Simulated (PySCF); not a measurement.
# [Hg(SH)3]−: other functionals and bases at one geometry

The task here is to estimate one member of a computed series from the others.

Method: several levels, as the steps say, no spin–orbit coupling; program: PySCF 2.14.0.

1 further run of the same task is left out (for a known fault of the program).

## The system as given

7 atoms, charge -1, spin multiplicity 1.

Bond lengths: Hg1–S2 2.504 Å, Hg1–S4 2.504 Å, Hg1–S6 2.504 Å, S2–H3 1.351 Å, S4–H5 1.351 Å, S6–H7 1.351 Å. Angles: S2–Hg1–S4 120.0°, S2–Hg1–S6 120.0°, S4–Hg1–S6 120.0°, Hg1–S2–H3 94.0°, Hg1–S4–H5 94.0°, Hg1–S6–H7 94.0°.

Coordinates:

```
Hg    0.0000    0.0000    0.5440
S     2.4517   -0.5108    0.5444
H     2.8188    0.7897    0.5521
S    -0.7835    2.3786    0.5444
H    -2.0933    2.0464    0.5521
S    -1.6682   -1.8678    0.5444
H    -0.7256   -2.8360    0.5521
```

Formal oxidation states: Hg +2. An earlier session relaxed this geometry at PBE0, Hg def2-SVP with ECP60, S def2-SVP, H def2-SVP (singlet, point group C3h).

At PBE0 on the finer grid: E = -1349.185913 Eh, HOMO -2.24 eV, LUMO 3.25 eV, Mulliken charge on Hg1 +0.24 e, largest force component 0.009 eV/Å. 

Levels to run: PBE; TPSS; PBE0, TZVP. Hardware: 2 threads of Arm Neoverse V2, shared host.

Set-up of the first run:

The input, run.py (the lines that set the calculation):

```python
mol = gto.M(atom='''
Hg     0.00000     0.00000     0.54399
S      2.45166    -0.51079     0.54435
H      2.81884     0.78966     0.55211
S     -0.78348     2.37859     0.54435
H     -2.09329     2.04636     0.55211
S     -1.66818    -1.86781     0.54435
H     -0.72555    -2.83602     0.55211''',
    basis={'Hg': 'def2-SVP', 'S': 'def2-SVP', 'H': 'def2-SVP'},
    ecp={'Hg': 'def2-SVP'},
    charge=-1, spin=0)
mf = dft.RKS(mol, xc='PBE')
mf.grids.atom_grid = (75, 302)
mf = mf.density_fit()  # fitting sets: Hg def2-universal-JKFIT, S def2-universal-JKFIT, H def2-universal-JKFIT
mf.conv_tol = 1e-08; mf.max_cycle = 55
mf.kernel(dm0)  # dm0: the density of the relaxed state
```

Run with:

```sh
$ OMP_NUM_THREADS=2 python run.py
```

Steps of the session up to this table: PBE; TPSS; PBE0, TZVP.

One table of the session follows, with a row left open; its other results are not shown here.

```
              level  HOMO (eV)  gap (eV)  charge on Hg1 (e)  largest force component (eV/Å)
PBE0 (relaxed here)      -2.24      5.49               0.24                            0.01
                PBE      -0.93      3.45               0.13                            0.36
               TPSS      -1.11      3.66               0.21                            0.27
         PBE0, TZVP          ?         ?                  ?                               ?
```

Estimate the missing values for PBE0, TZVP.

**Answer.** HOMO (eV): -2.63; gap (eV): 5.46; charge on Hg1 (e): 0.58; largest force component (eV/Å): 0.36. In the column «HOMO (eV)» it is the lowest.

In one basis the HOMO–LUMO gap runs from 3.45 eV (PBE) to 5.49 eV (PBE0). The largest leftover force, 0.36 eV/Å with PBE0, TZVP, stands at a geometry relaxed at another level. Total energies of different levels can't be compared.
